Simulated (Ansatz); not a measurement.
**F₃HOSW: how energies converge with the basis set**

The task here is to estimate one member of a computed series from the others.

Program: Ansatz 0.2.0, Gaussian basis. Level of theory: one geometry, several basis sets. These are calculated values, not measurements.

Levels to be run: PBE0-D4/def2-SVP; ωB97M-V/def2-SVP; PBE0-D4/def2-QZVPP; ωB97M-V/def2-QZVPP; the functionals' def2-TZVPP values are taken from earlier runs.

**The relaxed structure**

The geometry comes from an earlier relaxation with PBE0-D4 in a triple-zeta def2 set; it is a stationary point, not always the lowest conformer. W takes the def2 core potential; no spin-orbit term is included.

SMILES `[OH][W]([F])([F])([F])=[S]`, 7 atoms, charge 0, spin multiplicity 1.

Atoms are counted from 1 here; the program's logs count them from 0.

Bond lengths: O1–W2 1.870 Å, O1–H7 0.961 Å, W2–F3 1.847 Å, W2–F4 1.866 Å, W2–F5 1.855 Å, W2–S6 2.101 Å. Angles: W2–O1–H7 124.7°, O1–W2–F3 86.5°, O1–W2–F4 85.4°, O1–W2–F5 144.0°, O1–W2–S6 108.0°, F3–W2–F4 152.6°, F3–W2–F5 86.9°, F3–W2–S6 104.6°, F4–W2–F5 84.3°, F4–W2–S6 102.8°, F5–W2–S6 107.9°.

Coordinates:

```xyz
7

O     0.37807   -1.43209    0.43097
W     0.08273    0.33580   -0.10262
F     1.91999    0.49173   -0.21268
F    -1.56721   -0.28249   -0.71808
F    -0.00107    1.46710   -1.57074
S    -0.44259    1.44896    1.60031
H    -0.30872   -2.09701    0.52703
```

Set-up of the first run:

The input, in.yaml:

```yaml
crystal:
  periodic: [false, false, false]
  atoms:
    - {symbol: O, position_ang: [0.378075, -1.432092, 0.430968]}
    - {symbol: W, position_ang: [0.082727, 0.335796, -0.102623]}
    - {symbol: F, position_ang: [1.919990, 0.491729, -0.212678]}
    - {symbol: F, position_ang: [-1.567212, -0.282487, -0.718076]}
    - {symbol: F, position_ang: [-0.001071, 1.467103, -1.570736]}
    - {symbol: S, position_ang: [-0.442592, 1.448964, 1.600312]}
    - {symbol: H, position_ang: [-0.308717, -2.097013, 0.527034]}
basis:
  gaussian: {orbitals: def2-SVP}
hamiltonian: {xc: pbe0, dispersion: d4}
output: {orbitals: {seedname: orbitals}}
```

Started as:

```
$ ansatz run in.yaml --threads 4 --pin off --events-out ev --progress --plain --max-ram 10444MiB
```

Steps of the session up to this table: PBE0-D4 in def2-SVP; ωB97M-V in def2-SVP; PBE0-D4 in def2-QZVPP; ωB97M-V in def2-QZVPP.

One of the session's tables, all rows but one given; the rest of the session is left out.

It belongs to the step «Density functionals: the series». 

| functional | basis | HOMO (eV) | LUMO (eV) |
| --- | --- | --- | --- |
| PBE0-D4 | def2-SVP | -8.88 | -3.62 |
| PBE0-D4 | def2-TZVPP | -8.82 | -3.47 |
| PBE0-D4 | def2-QZVPP | ? | ? |
| ωB97M-V | def2-SVP | -10.97 | -1.34 |
| ωB97M-V | def2-TZVPP | -10.93 | -1.21 |
| ωB97M-V | def2-QZVPP | -10.96 | -1.24 |

Q: Estimate the row for PBE0-D4, def2-QZVPP from the others.

**Answer.** HOMO (eV): -8.84; LUMO (eV): -3.48. In the column «HOMO (eV)» it lies between PBE0-D4, def2-SVP (-8.88) and PBE0-D4, def2-TZVPP (-8.82).
